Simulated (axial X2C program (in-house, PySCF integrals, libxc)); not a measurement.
# All-electron X2C curves of SeH⁺

Aim: find the lowest determinant of SeH⁺, scan the bond at several levels and fit the constants, once spin-free and once with spin–orbit coupling.

Computed with an in-house X2C program for linear molecules on PySCF integrals. Level: all-electron X2C, Se dyall-cv3z, H dyall-v3z.

All values are calculated.

### 1 Input

The input, task.json:

```json
{
 "zs": [
  34,
  1
 ],
 "q": 1,
 "bas": [
  "dyall-cv3z",
  "dyall-v3z"
 ],
 "levels": [
  "PBE0",
  "HF",
  "r2SCAN"
 ],
 "cc": true,
 "r0": 1.48,
 "thr": -2.0,
 "nmax": 90,
 "npts": 10,
 "nst": 2,
 "ntry": 6
}
```

Keys: zs atomic numbers; q charge; bas basis sets; levels methods (HF also brings MP2); cc coupled cluster on or off; r0 starting distance in Å; thr threshold in hartree for freezing inner shells (an s shell follows its p shell); nmax most natural virtual spinors; npts points asked for on the curve; nst determinants followed; ntry starts of the search.

Started as:

```bash
> python so2c.py task.json out
```

Spin-free means the one-electron spin-free X2C Hamiltonian; two-component (2c) means X2C with spin–orbit coupling and atomic mean-field two-electron Coulomb and Gaunt terms. Basis: Se dyall-cv3z contracted to [8s9p6d4f1g], H dyall-v3z contracted to [6s2p1d]; Gaussian nuclei, density fitting. Masses: Se 79.917 u, H 1.008 u.

Notation: σ, π±, δ± give the projection m of an orbital's angular momentum (0, ±1, ±2), α and β its spin, Λ and M_S the sums; ω is the projection of a spinor's total angular momentum and Ω the sum. Logs are in hartree.

The results follow Hamiltonian by Hamiltonian and level by level.

### 2 Which state to follow

Determinants are compared with PBE0 at 1.480 Å.

Spin-free determinants:

```csv
ΔE (eV),state,open shells
0.00,"M_S = 1, Λ = 0","beyond closed shells: π+α, π-α"
1.21,"M_S = 0, Λ = 0","beyond closed shells: π+β, π-α"
1.21,"M_S = 0, Λ = 2","beyond closed shells: π+α, π+β"
3.99,"M_S = 1, Λ = 1","beyond closed shells: σα, π+α, π+β, π-α"
4.32,"M_S = 0, Λ = 1","beyond closed shells: σβ, π+α, π+β, π-α"
```

Two-component determinants:

```tsv
ΔE (eV)	state	open shells
0.00	Ω = 1	excess of +ω over −ω: ω = -1/2, ω = 3/2
0.94	Ω = 0	closed shell
1.21	Ω = 2	excess of +ω over −ω: ω = 1/2, ω = 3/2
1.48	Ω = 0	closed shell
4.46	Ω = 1	excess of +ω over −ω: 2 × ω = 1/2
```

### 3 PBE0, spin-free

State followed: M_S = 1, Λ = 0 (beyond closed shells: π+α, π-α). The scan is laid around 1.491 Å, a first estimate of the minimum, and this SCF restarts from the orbitals of the search.

The SCF at the reference distance of 1.491 Å:

```text
spin-free X2C-1e  PBE0
basis functions 119  fitting functions 684  grid points 5074
iter        total energy     max residual
   1      -2429.829273031     4.23e-01
   2      -2429.880779769     2.96e-03
   3      -2429.880800274     9.85e-04
   4      -2429.880807002     3.27e-04
   5      -2429.880807304     7.00e-05
   6      -2429.880807346     1.21e-05
   7      -2429.880807347     6.53e-06
converged
one-electron -3391.80968229  Coulomb 1038.30091490  exact exchange -21.73903646  xc functional -66.70008945  nuclear repulsion 12.06708596
```

Along the bond, energies from the lowest point:

| R (Å) | E (eV) | μ (D) | HOMO (eV) | LUMO (eV) | iterations |
| --- | --- | --- | --- | --- | --- |
| 1.297 | 0.5032 | 1.01 | -17.49 | -12.50 | 9 |
| 1.357 | 0.2152 | 1.04 | -17.45 | -12.46 | 8 |
| 1.401 | 0.0872 | 1.07 | -17.41 | -12.42 | 8 |
| 1.446 | 0.0191 | 1.11 | -17.38 | -12.39 | 9 |
| 1.491 | 0.0000 | 1.15 | -17.34 | -12.36 | 7 |
| 1.543 | 0.0270 | 1.20 | -17.30 | -12.32 | 10 |
| 1.595 | 0.0956 | 1.25 | -17.27 | -12.28 | 10 |
| 1.663 | 0.2297 | 1.34 | -17.22 | -12.23 | 10 |
| 1.744 | 0.4422 | 1.45 | -17.16 | -12.16 | 10 |
| 1.864 | 0.8056 | 1.64 | -17.08 | -12.07 | 10 |

Dipoles are positive if H is the positive end and refer to the centre of mass.

Outer orbitals at the reference distance:

```csv
symmetry,occupied,ε (eV),atomic character
σα,yes,-29.99,"77% Se s, 16% H s, 7% H p"
σβ,yes,-27.52,"73% Se s, 20% H s, 6% H p"
σα,yes,-19.56,"61% Se p, 29% H s, 7% Se s"
σβ,yes,-18.90,"58% Se p, 29% H s, 11% Se s"
π-α,yes,-17.34,"96% Se p, 3% H p"
π+α,yes,-17.34,"96% Se p, 3% H p"
π-β,no,-12.36,"95% Se p, 4% H p"
π+β,no,-12.36,"95% Se p, 4% H p"
σα,no,-7.28,"34% H s, 23% Se d, 21% Se p"
σβ,no,-6.76,"32% H s, 22% Se p, 20% Se d"
```

PBE0 fields in the half plane through the axis: z from -2.4 to 3.6 Å across, distance from the axis 0.15 to 2.25 Å upwards; Se lies at z = 0 and H at z = 1.491 Å; the ELF is damped to zero where the density is low.

log10 density (e/bohr³). Ten even steps from ' ' (-6.43 ) to '@' (1.42 ):
```
....::::------------------::::::......    
..::::----==============------::::::....  
::::----====++++++++++======------::::..  
::----====++++++++++++++++======----::....
::--====++++**********++++++++====--::::..
----==++++****######********++++==----::..
--====++****####%%####********++====--::::
--====++****##@@@@@@########**++++==--::::
```

ELF. Ten even steps from '0' (0.00 ) to '9' (1.00 ):
```
000000011000000000000
000002343210000000000
000035676532100000000
000257888753322100000
001478888765567620000
002578753467899971000
003688324228999994000
003787272718999996000
```

Re = 1.489 Å, ωe = 2329 cm⁻¹, ωexe = 37.9 cm⁻¹, Be = 7.642 cm⁻¹, De = 3.26 eV, μ = 1.14 D.

### 4 HF, spin-free

The SCF at the reference distance of 1.491 Å:

```text
spin-free X2C-1e  HF
basis functions 119  fitting functions 684  grid points 5074
iter        total energy     max residual
   1      -2428.397827285     1.87e-01
   2      -2428.412983544     5.63e-03
   3      -2428.413474555     3.31e-03
   4      -2428.413546526     1.22e-03
   5      -2428.413567452     5.10e-04
   6      -2428.413571238     1.13e-04
   7      -2428.413571410     2.57e-05
   8      -2428.413571427     1.90e-05
   9      -2428.413571433     1.08e-05
  10      -2428.413571437     3.16e-06
  11      -2428.413571438     4.24e-07
converged
one-electron -3391.85402877  Coulomb 1038.40106507  exact exchange -87.02769370  xc functional 0.00000000  nuclear repulsion 12.06708596
```

Re = 1.468 Å, ωe = 2473 cm⁻¹, ωexe = 37.6 cm⁻¹, Be = 7.854 cm⁻¹, De = 2.16 eV, μ = 1.19 D.

### 5 r2SCAN, spin-free

Output at 1.491 Å:

```text
spin-free X2C-1e  r2SCAN
basis functions 119  fitting functions 684  grid points 5074
iter        total energy     max residual
   1      -2430.144491340     6.25e-02
   2      -2430.145533109     2.14e-03
   3      -2430.145535823     2.21e-03
   4      -2430.145550801     8.87e-05
   5      -2430.145550873     6.53e-05
   6      -2430.145550914     1.61e-05
   7      -2430.145550916     5.22e-06
   8      -2430.145550917     1.30e-06
converged
one-electron -3391.80850019  Coulomb 1038.30359456  exact exchange 0.00000000  xc functional -88.70773125  nuclear repulsion 12.06708596
```

Re = 1.488 Å, ωe = 2315 cm⁻¹, ωexe = 39.2 cm⁻¹, Be = 7.65 cm⁻¹, De = 3.37 eV, μ = 1.15 D.

### 6 Correlated methods, spin-free

Correlated methods: 6 electrons correlated (frozen shells, counted by type: Se 3 s, 2 p, 1 d; H none), 146 virtual spinors in MP2, 70 natural virtuals in coupled cluster.

Output of the correlated part at 1.491 Å:

```text
correlated 6  virtual 146  natural virtual 70  E(MP2) -0.104460185  MP2 remainder -0.002147503
iter   CCSD correlation   residual
   1     -0.117778176   8.24e-02
   2     -0.122999716   2.90e-02
   3     -0.123324406   7.00e-03
   4     -0.123378148   2.03e-03
   5     -0.123369774   9.05e-04
   6     -0.123371478   3.53e-04
   7     -0.123372325   9.46e-05
   8     -0.123371538   2.73e-05
   9     -0.123371581   7.71e-06
  10     -0.123371635   2.56e-06
  11     -0.123371659   6.77e-07
  12     -0.123371657   1.94e-07
(T) -0.003526497  T1 0.0158  D1 0.0332  max T2 0.099
```

T1 in the output is the amplitude norm over the root of the electron number; divide by √2 for the Lee–Taylor value.

MP2: Re = 1.478 Å, ωe = 2396 cm⁻¹, Be = 7.75 cm⁻¹, De = 2.89 eV.

CCSD: Re = 1.486 Å, ωe = 2336 cm⁻¹, ωexe = 41.9 cm⁻¹, Be = 7.675 cm⁻¹, De = 3.07 eV. T1 at Re = 0.011 (Lee–Taylor, the printed value over √2).

CCSD(T): Re = 1.488 Å, ωe = 2317 cm⁻¹, ωexe = 42.6 cm⁻¹, Be = 7.649 cm⁻¹, De = 3.10 eV. T1 at Re = 0.011 (Lee–Taylor, the printed value over √2).

### 7 A higher determinant, spin-free

State: M_S = 0, Λ = 0 (beyond closed shells: π+β, π-α).

Output at the reference distance:

```text
spin-free X2C-1e  PBE0
basis functions 119  fitting functions 684  grid points 5074
iter        total energy     max residual
   1      -2429.784709115     4.18e-01
   2      -2429.836229561     2.82e-03
   3      -2429.836249859     9.90e-04
   4      -2429.836257082     3.28e-04
   5      -2429.836257384     5.84e-05
   6      -2429.836257426     8.82e-06
   7      -2429.836257426     1.82e-06
converged
one-electron -3391.61774411  Coulomb 1038.09736240  exact exchange -21.72154138  xc functional -66.66142030  nuclear repulsion 12.06708596
```

| R (Å) | E above the lowest PBE0 point (eV) |
| --- | --- |
| 1.297 | 1.716 |
| 1.357 | 1.427 |
| 1.401 | 1.299 |
| 1.446 | 1.231 |
| 1.491 | 1.212 |
| 1.543 | 1.240 |
| 1.595 | 1.310 |
| 1.663 | 1.445 |
| 1.744 | 1.661 |

Re = 1.488 Å, ωe = 2339 cm⁻¹, ωexe = 37 cm⁻¹, Be = 7.647 cm⁻¹, μ = 1.15 D. ⟨S²⟩ = 1.00 against 0.00 for a pure state, so this determinant mixes spins. Te = 1.21 eV. As a difference of two determinants it need not be a gap between pure terms.

### 8 The spin-free curves together

Energy (eV) of the followed determinant, spin-free, from each level's lowest point:

| R (Å) | PBE0 | HF | MP2 | CCSD | CCSD(T) | r2SCAN |
| --- | --- | --- | --- | --- | --- | --- |
| 1.297 | 0.503 | 0.432 | 0.467 | n/a | n/a | 0.494 |
| 1.357 | 0.215 | 0.162 | 0.188 | 0.206 | 0.212 | 0.210 |
| 1.401 | 0.087 | 0.051 | 0.069 | 0.081 | 0.085 | 0.085 |
| 1.446 | 0.019 | 0.000 | 0.010 | 0.016 | 0.018 | 0.018 |
| 1.491 | 0.000 | 0.000 | 0.000 | 0.000 | 0.000 | 0.000 |
| 1.543 | 0.027 | 0.050 | 0.038 | 0.030 | 0.027 | 0.027 |
| 1.595 | 0.096 | 0.143 | 0.118 | 0.101 | 0.095 | 0.095 |
| 1.663 | 0.230 | 0.307 | 0.267 | 0.236 | 0.226 | 0.228 |
| 1.744 | 0.442 | 0.553 | 0.503 | n/a | n/a | 0.436 |
| 1.864 | 0.806 | 0.934 | 0.943 | n/a | n/a | 0.792 |

### 9 PBE0, 2c

State followed: Ω = 1 (excess of +ω over −ω: ω = -1/2, ω = 3/2). The scan is laid around 1.491 Å, a first estimate of the minimum, and this SCF restarts from the orbitals of the search.

Output at 1.491 Å:

```text
two-component X2C + atomic mean field  PBE0
basis functions 119  fitting functions 684  grid points 5074
iter        total energy     max residual
   1      -2429.008143845     4.23e-01
   2      -2429.059779059     2.96e-03
   3      -2429.059799553     9.99e-04
   4      -2429.059806474     3.26e-04
   5      -2429.059806767     6.96e-05
   6      -2429.059806809     1.16e-05
   7      -2429.059806811     6.14e-06
converged
one-electron -3389.69025025  Coulomb 1037.86278211  exact exchange -21.73043197  xc functional -66.67366957  nuclear repulsion 12.06708596  atomic mean-field constant -0.89532309
```

Along the bond, energies from the lowest point:

| R (Å) | E (eV) | μ (D) | HOMO (eV) | LUMO (eV) | iterations |
| --- | --- | --- | --- | --- | --- |
| 1.297 | 0.5057 | 1.01 | -17.34 | -12.62 | 9 |
| 1.357 | 0.2169 | 1.04 | -17.29 | -12.58 | 8 |
| 1.401 | 0.0883 | 1.07 | -17.26 | -12.54 | 8 |
| 1.446 | 0.0197 | 1.10 | -17.22 | -12.51 | 9 |
| 1.491 | 0.0000 | 1.14 | -17.19 | -12.48 | 7 |
| 1.543 | 0.0263 | 1.19 | -17.15 | -12.44 | 10 |
| 1.595 | 0.0944 | 1.25 | -17.11 | -12.40 | 10 |
| 1.663 | 0.2276 | 1.33 | -17.06 | -12.35 | 10 |
| 1.744 | 0.4391 | 1.45 | -17.01 | -12.29 | 10 |
| 1.864 | 0.8010 | 1.63 | -16.93 | -12.19 | 10 |

Dipoles are positive if H is the positive end and refer to the centre of mass.

Outer spinors at the reference distance:

| ω | occupied | ε (eV) | atomic character | λ mixture |
| --- | --- | --- | --- | --- |
| 1/2 | yes | -29.99 | 77% Se s, 16% H s, 7% H p | 100% σ |
| -1/2 | yes | -27.52 | 73% Se s, 20% H s, 6% H p | 100% σ |
| 1/2 | yes | -19.56 | 61% Se p, 29% H s, 7% Se s | 100% σ |
| -1/2 | yes | -18.92 | 58% Se p, 28% H s, 10% Se s | 99% σ, 1% π |
| -1/2 | yes | -17.46 | 96% Se p, 3% H p | 99% π, 1% σ |
| 3/2 | yes | -17.19 | 96% Se p, 3% H p | 100% π |
| 1/2 | no | -12.48 | 95% Se p, 4% H p | 100% π |
| -3/2 | no | -12.23 | 95% Se p, 4% H p | 100% π |
| 1/2 | no | -7.28 | 34% H s, 23% Se d, 21% Se p | 100% σ |
| -1/2 | no | -6.76 | 32% H s, 22% Se p, 20% Se d | 100% σ |

PBE0 fields in the half plane through the axis: z from -2.4 to 3.6 Å across, distance from the axis 0.15 to 2.25 Å upwards; Se lies at z = 0 and H at z = 1.491 Å; the ELF is damped to zero where the density is low.

log10 density (e/bohr³). Ten even steps from '0' (-6.43 ) to '9' (1.42 ):
```
112233333333322211100
122334444444333222110
223344555554443332210
233445555555544433211
234455666665555443221
334556677766665543321
344566778776666544322
344566799977776554322
```

ELF. Ten even steps from '0' (0.00 ) to '9' (1.00 ):
```
000000011000000000000
000002343210000000000
000035676532100000000
000257888753322100000
001478888765567620000
002578753467899971000
003688324228999994000
003787272718999996000
```

Re = 1.489 Å, ωe = 2326 cm⁻¹, ωexe = 38 cm⁻¹, Be = 7.636 cm⁻¹, De = 3.24 eV, μ = 1.14 D.

### 10 HF, 2c

The SCF at the reference distance of 1.491 Å:

```text
two-component X2C + atomic mean field  HF
basis functions 119  fitting functions 684  grid points 5074
iter        total energy     max residual
   1      -2427.577433156     1.88e-01
   2      -2427.592587808     5.71e-03
   3      -2427.593080104     3.32e-03
   4      -2427.593152170     1.22e-03
   5      -2427.593173175     5.09e-04
   6      -2427.593176970     1.13e-04
   7      -2427.593177142     2.54e-05
   8      -2427.593177159     1.88e-05
   9      -2427.593177166     1.06e-05
  10      -2427.593177170     3.19e-06
  11      -2427.593177170     4.30e-07
converged
one-electron -3389.73371692  Coulomb 1037.96205554  exact exchange -86.99327866  xc functional 0.00000000  nuclear repulsion 12.06708596  atomic mean-field constant -0.89532309
```

Re = 1.469 Å, ωe = 2470 cm⁻¹, ωexe = 37.8 cm⁻¹, Be = 7.849 cm⁻¹, De = 2.15 eV, μ = 1.19 D.

### 11 r2SCAN, 2c

The SCF at the reference distance of 1.491 Å:

```text
two-component X2C + atomic mean field  r2SCAN
basis functions 119  fitting functions 684  grid points 5074
iter        total energy     max residual
   1      -2429.322649363     6.48e-02
   2      -2429.323704262     2.14e-03
   3      -2429.323706881     2.23e-03
   4      -2429.323721915     8.67e-05
   5      -2429.323721986     6.41e-05
   6      -2429.323722027     1.55e-05
   7      -2429.323722030     4.89e-06
   8      -2429.323722030     1.19e-06
converged
one-electron -3389.68798426  Coulomb 1037.86439105  exact exchange 0.00000000  xc functional -88.67189169  nuclear repulsion 12.06708596  atomic mean-field constant -0.89532309
```

Re = 1.489 Å, ωe = 2312 cm⁻¹, ωexe = 39.3 cm⁻¹, Be = 7.643 cm⁻¹, De = 3.35 eV, μ = 1.15 D.

### 12 MP2 and beyond, 2c

Correlated methods: 6 electrons correlated (frozen shells, counted by type: Se 3 s, 2 p, 1 d; H none), 146 virtual spinors in MP2, 70 natural virtuals in coupled cluster.

Output of the correlated part at 1.491 Å:

```text
correlated 6  virtual 146  natural virtual 70  E(MP2) -0.104431976  MP2 remainder -0.002147562
iter   CCSD correlation   residual
   1     -0.117746132   8.24e-02
   2     -0.122965025   2.90e-02
   3     -0.123289597   7.00e-03
   4     -0.123343211   2.03e-03
   5     -0.123334843   9.05e-04
   6     -0.123336561   3.53e-04
   7     -0.123337408   9.46e-05
   8     -0.123336623   2.73e-05
   9     -0.123336666   7.74e-06
  10     -0.123336720   2.63e-06
  11     -0.123336745   7.82e-07
  12     -0.123336743   3.05e-07
(T) -0.003524711  T1 0.0158  D1 0.0332  max T2 0.097
```

MP2: Re = 1.479 Å, ωe = 2394 cm⁻¹, Be = 7.745 cm⁻¹, De = 2.88 eV.

CCSD: Re = 1.486 Å, ωe = 2333 cm⁻¹, ωexe = 41.9 cm⁻¹, Be = 7.669 cm⁻¹, De = 3.05 eV. T1 at Re = 0.011 (Lee–Taylor, the printed value over √2).

CCSD(T): Re = 1.489 Å, ωe = 2315 cm⁻¹, ωexe = 42.6 cm⁻¹, Be = 7.644 cm⁻¹, De = 3.08 eV. T1 at Re = 0.011 (Lee–Taylor, the printed value over √2).

### 13 A higher determinant, 2c

State: Ω = 0 (closed shell).

Output at the reference distance:

```text
two-component X2C + atomic mean field  PBE0
basis functions 119  fitting functions 684  grid points 5074
iter        total energy     max residual
   1      -2428.973471644     4.19e-01
   2      -2429.025149535     2.83e-03
   3      -2429.025169953     1.03e-03
   4      -2429.025177824     3.21e-04
   5      -2429.025178100     6.03e-05
   6      -2429.025178145     9.49e-06
   7      -2429.025178145     1.70e-06
converged
one-electron -3389.60575563  Coulomb 1037.75984564  exact exchange -21.71363289  xc functional -66.63739814  nuclear repulsion 12.06708596  atomic mean-field constant -0.89532309
```

| R (Å) | E above the lowest PBE0 point (eV) |
| --- | --- |
| 1.297 | 1.448 |
| 1.357 | 1.159 |
| 1.401 | 1.030 |
| 1.446 | 0.962 |
| 1.491 | 0.942 |
| 1.543 | 0.969 |
| 1.595 | 1.038 |
| 1.663 | 1.173 |
| 1.744 | 1.388 |

Re = 1.489 Å, ωe = 2335 cm⁻¹, ωexe = 36.9 cm⁻¹, Be = 7.64 cm⁻¹, μ = 1.14 D. Te = 0.94 eV. As a difference of two determinants it need not be a gap between pure terms.

### 14 The 2c curves together

Energy (eV) of the followed determinant, 2c, from each level's lowest point:

| R (Å) | PBE0 | HF | MP2 | CCSD | CCSD(T) | r2SCAN |
| --- | --- | --- | --- | --- | --- | --- |
| 1.297 | 0.506 | 0.434 | 0.469 | n/a | n/a | 0.497 |
| 1.357 | 0.217 | 0.164 | 0.190 | 0.208 | 0.214 | 0.212 |
| 1.401 | 0.088 | 0.052 | 0.070 | 0.082 | 0.086 | 0.086 |
| 1.446 | 0.020 | 0.001 | 0.010 | 0.017 | 0.019 | 0.019 |
| 1.491 | 0.000 | 0.000 | 0.000 | 0.000 | 0.000 | 0.000 |
| 1.543 | 0.026 | 0.049 | 0.038 | 0.029 | 0.027 | 0.027 |
| 1.595 | 0.094 | 0.141 | 0.117 | 0.100 | 0.094 | 0.094 |
| 1.663 | 0.228 | 0.305 | 0.266 | 0.234 | 0.225 | 0.226 |
| 1.744 | 0.439 | 0.549 | 0.501 | n/a | n/a | 0.434 |
| 1.864 | 0.801 | 0.928 | 0.940 | n/a | n/a | 0.788 |

Time for the job: 42 s (1 thread of Arm Neoverse V2, shared host); peak memory 0.3 GiB.

### 15 Constants

Lowest determinant that the search found at its distance, spin-free: M_S = 1, Λ = 0 (beyond closed shells: π+α, π-α).

Lowest determinant that the search found at its distance, 2c: Ω = 1 (excess of +ω over −ω: ω = -1/2, ω = 3/2).

```json
{"Hamiltonian": "spin-free", "level": "PBE0", "Re (Å)": "1.489", "ωe (cm⁻¹)": "2329", "De (eV)": "3.26", "μ (D)": "1.14"}
{"Hamiltonian": "spin-free", "level": "HF", "Re (Å)": "1.468", "ωe (cm⁻¹)": "2473", "De (eV)": "2.16", "μ (D)": "1.19"}
{"Hamiltonian": "spin-free", "level": "MP2", "Re (Å)": "1.478", "ωe (cm⁻¹)": "2396", "De (eV)": "2.89", "μ (D)": "n/a"}
{"Hamiltonian": "spin-free", "level": "CCSD", "Re (Å)": "1.486", "ωe (cm⁻¹)": "2336", "De (eV)": "3.07", "μ (D)": "n/a"}
{"Hamiltonian": "spin-free", "level": "CCSD(T)", "Re (Å)": "1.488", "ωe (cm⁻¹)": "2317", "De (eV)": "3.10", "μ (D)": "n/a"}
{"Hamiltonian": "spin-free", "level": "r2SCAN", "Re (Å)": "1.488", "ωe (cm⁻¹)": "2315", "De (eV)": "3.37", "μ (D)": "1.15"}
{"Hamiltonian": "2c", "level": "PBE0", "Re (Å)": "1.489", "ωe (cm⁻¹)": "2326", "De (eV)": "3.24", "μ (D)": "1.14"}
{"Hamiltonian": "2c", "level": "HF", "Re (Å)": "1.469", "ωe (cm⁻¹)": "2470", "De (eV)": "2.15", "μ (D)": "1.19"}
{"Hamiltonian": "2c", "level": "MP2", "Re (Å)": "1.479", "ωe (cm⁻¹)": "2394", "De (eV)": "2.88", "μ (D)": "n/a"}
{"Hamiltonian": "2c", "level": "CCSD", "Re (Å)": "1.486", "ωe (cm⁻¹)": "2333", "De (eV)": "3.05", "μ (D)": "n/a"}
{"Hamiltonian": "2c", "level": "CCSD(T)", "Re (Å)": "1.489", "ωe (cm⁻¹)": "2315", "De (eV)": "3.08", "μ (D)": "n/a"}
{"Hamiltonian": "2c", "level": "r2SCAN", "Re (Å)": "1.489", "ωe (cm⁻¹)": "2312", "De (eV)": "3.35", "μ (D)": "1.15"}
```

Dipoles are positive if H is the positive end and refer to the centre of mass.

Time per point (s) on 1 thread of Arm Neoverse V2, shared host (2c runs; CCSD comes with the CCSD(T) run); the times are rough: PBE0 0.26, HF 0.16, MP2 0.18, CCSD(T) 0.94, r2SCAN 0.35.

What this shows: At CCSD(T), going from spin-free to two-component changes Re by +1 mÅ, ωe by -0.1 %, which is small (part of it comes from the scalar share of the two-electron terms). De moves by -0.02 eV; both De rest on single-determinant atoms, which can miss part of an open shell's spin–orbit lowering.

De refers to Se+ + H, each in the lowest determinant found, which need not be this curve's own limit. Each curve is one determinant whose occupation by symmetry is held fixed; it was picked as the lowest of a PBE0 search that is not exhaustive. Dissociation energies refer to the lowest single-determinant-based atoms at the same level and basis. Density functionals use the spin component along the axis (collinear). Coupled cluster ran in a truncated set of natural virtual spinors; the MP2 energy of the rest was added. The meta-GGAs lack a current-density term, which matters for open shells with orbital currents, atoms included. With several unpaired electrons one determinant need not be a pure state.
